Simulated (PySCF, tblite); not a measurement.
# C6H9GeN: geometry, infrared bands and NMR shifts

Aim: predict the infrared bands and NMR shifts of C6H9GeN (`C#C[C@@H]1C=C[CH2][Ge@@H]1[NH2]`).

Computed with tblite 0.8.0 and PySCF 2.14.0, with density-fitted response routines of our own, on a single molecule in the gas phase. Atoms count from 0, in the outputs and in this text.

## (1) Starting geometry

17 atoms, charge 0, multiplicity 1; geometry from: force field or distance geometry start.

Bonds of the start (Å): C0–C1 1.22, C1–C2 1.45, C2–C3 1.48, C3–C4 1.27, C4–C5 1.47, C5–Ge6 1.98, Ge6–N7 1.82, Ge6–C2 1.96, C0–H8 1.07, C2–H9 1.11, C3–H10 1.14, C4–H11 1.14, C5–H12 1.10, C5–H13 1.10, Ge6–H14 1.54, N7–H15 1.03, N7–H16 1.07.

## (2) Geometry optimisation with GFN2-xTB

The job: settings as JSON, then the geometry in Å.

```
{"job": {"kind": "relax", "xc": "GFN2-xTB", "basis": "xTB"}, "charge": 0, "multiplicity": 1}
C      3.166600    -0.345900     0.248300
C      2.004100    -0.536100     0.571300
C      0.626400    -0.760500     0.976000
C     -0.144700    -1.509000    -0.044300
C     -1.338900    -1.199000    -0.326800
C     -2.006300    -0.056200     0.315900
Ge    -0.378600     0.920100     0.876100
N      0.104500     2.029000    -0.485100
H      4.185400    -0.183300    -0.044000
H      0.527300    -1.213000     1.984100
H      0.371400    -2.397600    -0.536800
H     -1.932100    -1.782600    -1.108700
H     -2.622700     0.562700    -0.344600
H     -2.499900    -0.372200     1.248100
H     -0.563300     1.596500     2.247200
H      1.064900     2.406400    -0.428200
H     -0.570900     2.852900    -0.508800
```

Launch:

```console
OMP_NUM_THREADS=1 python probes_run.py task.json out
```

The driver reads the jobs from task.json and runs them one after another.

**Question.** This job is followed by: GFN2-xTB harmonic vibrations, gas phase; GIAO PBE0/pcSseg-1 NMR shielding, non-relativistic, gas phase. Predict these results of the whole session: strongest single infrared mode (GFN2-xTB); zero-point energy (GFN2-xTB); 13C shifts against TMS (PBE0/pcSseg-1); 1H shifts against TMS (PBE0/pcSseg-1, means over atoms taken as alike); 73Ge shifts against GeMe4 (PBE0/pcSseg-1); 15N shifts against NH3 (PBE0/pcSseg-1).

The runs gave:

| quantity | value |
| --- | --- |
| strongest single infrared mode (GFN2-xTB) | 1888 cm⁻¹, 502 km/mol |
| zero-point energy (GFN2-xTB) | 78.7 kcal/mol |
| 13C shifts against TMS (PBE0/pcSseg-1) | 140.3, 138.1, 89.2, 74.2, 26.4, 22.3 ppm |
| 1H shifts against TMS (PBE0/pcSseg-1, means over atoms taken as alike) | 6.20, 6.07, 5.30, 2.73, 1.92, 1.68, 1.46, 0.40 ppm |
| 73Ge shifts against GeMe4 (PBE0/pcSseg-1) | 17 ppm |
| 15N shifts against NH3 (PBE0/pcSseg-1) | 9.6 ppm |

**Reading.** Relaxing lowered the energy by 0.664 eV in 158 steps; the close pair that moved most is C2–Ge6, from 1.961 to 2.036 Å. No mode is imaginary among the 45: a minimum at this level. The strongest single mode, at 1888 cm⁻¹, moves mainly H14. GFN2-xTB is a fitted tight-binding method: band positions and strengths are rough. Its intensities can rank the bands wrongly. At PBE0/pcSseg-1: The widest tensor belongs to C1: span 299 ppm, with a paramagnetic part of -166 ppm. Spin-orbit coupling is left out, which matters for shieldings and couplings at and beside the heavy atoms.
